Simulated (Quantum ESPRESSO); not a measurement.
Input of a Quantum ESPRESSO 7.5 run:

Contents of pw.in:

```
&CONTROL
  calculation = 'scf'
  prefix = 'pwscf'
  outdir = './tmp'
  pseudo_dir = './pseudo'
  tprnfor = .true.
  tstress = .true.
  disk_io = 'nowf'
/
&SYSTEM
  ibrav = 0
  nat = 2
  ntyp = 1
  ecutwfc = 45
  ecutrho = 360
  nbnd = 24
  occupations = 'smearing'
  smearing = 'mp'
  degauss = 0.00734986
/
&ELECTRONS
  conv_thr = 4d-10
  electron_maxstep = 120
  mixing_beta = 0.5
/
ATOMIC_SPECIES
Ru   101.0700 ru_lda_v1.2.uspp.F.UPF
CELL_PARAMETERS angstrom
   2.6870580000    0.0000000000    0.0000000000
  -1.3435290000    2.3270604894    0.0000000000
   0.0000000000    0.0000000000    4.2003900000
ATOMIC_POSITIONS crystal
Ru     0.3333333333    0.6666666667    0.2500000000
Ru     0.6666666667    0.3333333333    0.7500000000
K_POINTS automatic
18 18 11 0 0 0
```

Potentials or basis: GBRV 1.5 LDA.

Launch:

```console
$ OMP_NUM_THREADS=1 pw.x -in pw.in > pw.out
```

(1) Predict the pressure.

(2) Predict the band gap on the k mesh.

Results:

(1) -1.2 GPa.

(2) none (metal or under the smearing width).
